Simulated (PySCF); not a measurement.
# OsOF₂: a ladder of methods

How much do the numbers for OsOF₂ (singlet) hang on the method? All levels run at one geometry, the PBE0 minimum.

The runs use PySCF 2.14.0; several methods, basis Os def2-SVP with ECP60, O def2-SVP, F def2-SVP, scalar-relativistic core potentials, no spin–orbit coupling, density fitting.

### 1 Starting geometry

4 atoms, charge 0, spin multiplicity 1.

Bond lengths: Os1–O2 1.626 Å, Os1–F3 1.846 Å, Os1–F4 1.846 Å. Angles: O2–Os1–F3 126.8°, O2–Os1–F4 126.8°, F3–Os1–F4 106.5°.

Coordinates in bohr (charge 0 multiplicity 1):
```
Os   -0.0613   -0.1062    0.0000
O    -1.5980   -2.7679    0.0000
F     3.4035    0.3040    0.0000
F    -1.4386    3.0995    0.0000
```

### 2 PBE0

The steps are one call of a driver around PySCF; scf.py gives each level's set-up. Each SCF starts from the density of the minimum. The driver also runs the species with one electron less or more at the same geometry (cation multiplicity 2, anion multiplicity 2); their logs are not shown.

Input file scf.py:

```python
from pyscf import gto, scf, dft
mol = gto.M(atom='''
Os    -0.032447    -0.056202     0.000000
O     -0.845623    -1.464729     0.000000
F      1.801050     0.160874    -0.000000
F     -0.761270     1.640162    -0.000000''',
    basis={'Os': 'def2-SVP', 'O': 'def2-SVP', 'F': 'def2-SVP'},
    ecp={'Os': 'def2-SVP'},
    charge=0, spin=0)
mf = dft.RKS(mol, xc='PBE0')
mf.grids.atom_grid = (75, 302)
aux = {'Os': 'def2-universal-JKFIT', 'O': 'def2-universal-JKFIT', 'F': 'def2-universal-JKFIT'}
mf = mf.density_fit(auxbasis=aux)
mf.kernel()
```

### 3 HF

Edit scf.py of step 2 so:

```diff
@@ -10,2 +10 @@
-mf = dft.RKS(mol, xc='PBE0')
-mf.grids.atom_grid = (75, 302)
+mf = scf.RHF(mol)
```

### 4 MP2

Edit scf.py of step 3 so:

```diff
@@ -13,0 +14,2 @@
+from pyscf.mp import dfmp2
+dfmp2.DFMP2(mf, frozen=3).kernel()  # the driver gives MP2 a fitting basis of its own (RI)
```

### 5 PBE

Edit scf.py of step 4 so:

```diff
@@ -10 +10,2 @@
-mf = scf.RHF(mol)
+mf = dft.RKS(mol, xc='PBE')
+mf.grids.atom_grid = (75, 302)
@@ -14,2 +14,0 @@
-from pyscf.mp import dfmp2
-dfmp2.DFMP2(mf, frozen=3).kernel()  # the driver gives MP2 a fitting basis of its own (RI)
```

### 6 CCSD(T)

Edit scf.py of step 5 so:

```diff
@@ -10,2 +10 @@
-mf = dft.RKS(mol, xc='PBE')
-mf.grids.atom_grid = (75, 302)
+mf = scf.RHF(mol)
@@ -14,0 +14,3 @@
+from pyscf import cc
+mycc = cc.CCSD(mf, frozen=3).run()
+mycc.ccsd_t()
```

### 7 r2SCAN

Edit scf.py of step 6 so:

```diff
@@ -10 +10,2 @@
-mf = scf.RHF(mol)
+mf = dft.RKS(mol, xc='R2SCAN')
+mf.grids.atom_grid = (90, 434)
@@ -14,3 +14,0 @@
-from pyscf import cc
-mycc = cc.CCSD(mf, frozen=3).run()
-mycc.ccsd_t()
```

(Steps that only read results are left out.)

Q: Predict the outcome of this session. Wanted: atomisation energy, range; vertical ionisation energy, range; vertical electron affinity, range; gap, range; T1, D1.

As calculated:

```
                         quantity                          value
        atomisation energy, range  535 (HF) to 1626 (PBE) kJ/mol
vertical ionisation energy, range    9.72 (PBE) to 10.30 (HF) eV
vertical electron affinity, range     0.64 (MP2) to 1.56 (HF) eV
                       gap, range    0.92 (PBE) to 12.17 (HF) eV
                           T1, D1                   0.027, 0.088
```

In words: The atomisation energy spreads over 1091 kJ/mol, from HF to PBE; without a CCSD(T) value for it there is no yardstick here. Without diffuse functions electron affinities tend to come out too low. With an element this heavy the missing spin–orbit coupling can shift these numbers.
